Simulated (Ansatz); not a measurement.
# Relaxation of Ti2P

The start is Ti2P, a structure type of another compound, with these elements put in. Where does it settle when we relax the atoms in a fixed cell, and what is it like there?

Method: DFT, r2SCAN, no spin polarisation, plane waves, PAW, in Ansatz 0.2.0.

## (1) The cell

Symmetry: P-62m, No. 189, hexagonal system. The conventional cell has a = 6.237 Å, b = 6.237 Å, c = 3.600 Å, α = 90.00°, β = 90.00°, γ = 120.00°. Around P (site symmetry -6) lie 9 Ti at 2.35 to 2.62 Å. Around Ti (site symmetry m2m) lie 4 P at 2.35 to 2.41 Å. Around Ti (site symmetry m2m) lie 5 P at 2.52 to 2.61 Å and 6 Ti at 2.77 to 2.85 Å. P (site symmetry -62m) has 9 Ti at 2.41 to 2.52 Å as nearest neighbours.

Symmetry-reduced, conventional setting; the input below types the cell that was run:

```cif
data_structure
_symmetry_space_group_name_H-M 'P-62m'
_symmetry_Int_Tables_number 189
_cell_length_a 6.2366
_cell_length_b 6.2366
_cell_length_c 3.5999
_cell_angle_alpha 90.000
_cell_angle_beta 90.000
_cell_angle_gamma 120.000
_cell_volume 121.26
loop_
_atom_site_label
_atom_site_type_symbol
_atom_site_symmetry_multiplicity
_atom_site_Wyckoff_symbol
_atom_site_fract_x
_atom_site_fract_y
_atom_site_fract_z
_atom_site_occupancy
P1 P 2 c 0.66667 0.33333 0.00000 1
Ti1 Ti 3 f 0.00000 0.74245 0.00000 1
Ti2 Ti 3 g 0.00000 0.40425 0.50000 1
P2 P 1 b 0.00000 0.00000 0.50000 1
```

It starts from an earlier solution of the starting cell (checkpoint.read).

## (2) The walk to rest

input.yaml

```yaml
crystal:
  lattice:
    - [3.11828632, 5.40102675, 0.0]
    - [-3.11828632, 5.40102675, 0.0]
    - [0.0, 0.0, 3.59994661]
  atoms:
    - { symbol: P, position: [0.3333, 0.3334, 0.0] }
    - { symbol: P, position: [0.6667, 0.6666, 0.0] }
    - { symbol: Ti, position: [0.2575, 0.7425, 0.0] }
    - { symbol: Ti, position: [0.7425, 0.0, 0.0] }
    - { symbol: Ti, position: [0.0, 0.2575, 0.0] }
    - { symbol: Ti, position: [0.5957, 0.4043, 0.5] }
    - { symbol: Ti, position: [0.4043, 0.0, 0.5] }
    - { symbol: Ti, position: [0.0, 0.5957, 0.5] }
    - { symbol: P, position: [0.0, 0.0, 0.5] }
  symmetry: { tolerance: 0.0003 }
kpoints:
  mp_grid: { grid: [6, 6, 9], shift: [0, 0, 0] }
magnetization:
  spin_polarized: false
scf:
  occupations: { method: fermi_dirac }
  lower_state_search: "off"
hamiltonian:
  pseudopotentials: { kind: paw }
  xc: r2scan
basis:
  ecutwfc: 500
  fft_grid_basis: typed
relax:
  max_steps: 40
  f_tol: 0.03
output:
  forces: true
  stress: true
  eigenvalues: true
  populations: true
  elf: true
  write_potential: true
  volumetric_format: npy
  dos:
    e_range: [-12, 8]
    de: 0.05
    projected: { site_lists: { P: [P], Ti: [Ti] } }
  bader: false
checkpoint:
  read: saved_state
```

The run is started by

```
$ ansatz run input.yaml --threads 2 --pin off --max-ram 3584MiB --backend cpu --events-out ev --progress --plain --runs-dir out
```

**Question.** What will these runs give? Wanted: moves; energy gained; largest move; pressure left in the fixed cell; character.

**Answer**, as computed:

| quantity | value |
| --- | --- |
| moves | 2 |
| energy gained | 15.8 meV/atom |
| largest move | 0.05 Å (Ti) |
| space group (0.01 Å), before / after | P-62m / P-62m |
| pressure left in the fixed cell | 18.8 GPa |
| character | metal |
| density of states, mean within 0.25 eV of the Fermi level | 4.5 per eV per cell |

In the fixed cell the largest move of an atom is 0.05 Å; the energy fell by 15.8 meV per atom. The fixed cell still holds a mean pressure of 18.8 GPa, so it would expand if let free. The run held to 12 symmetry operations, so a lower structure without them is not ruled out. It is a metal; within 0.25 eV of the Fermi level the density of states averages 4.5 per eV per cell, mostly Ti d (89 %).

Caveats: the SCF threshold is loose for a stress.
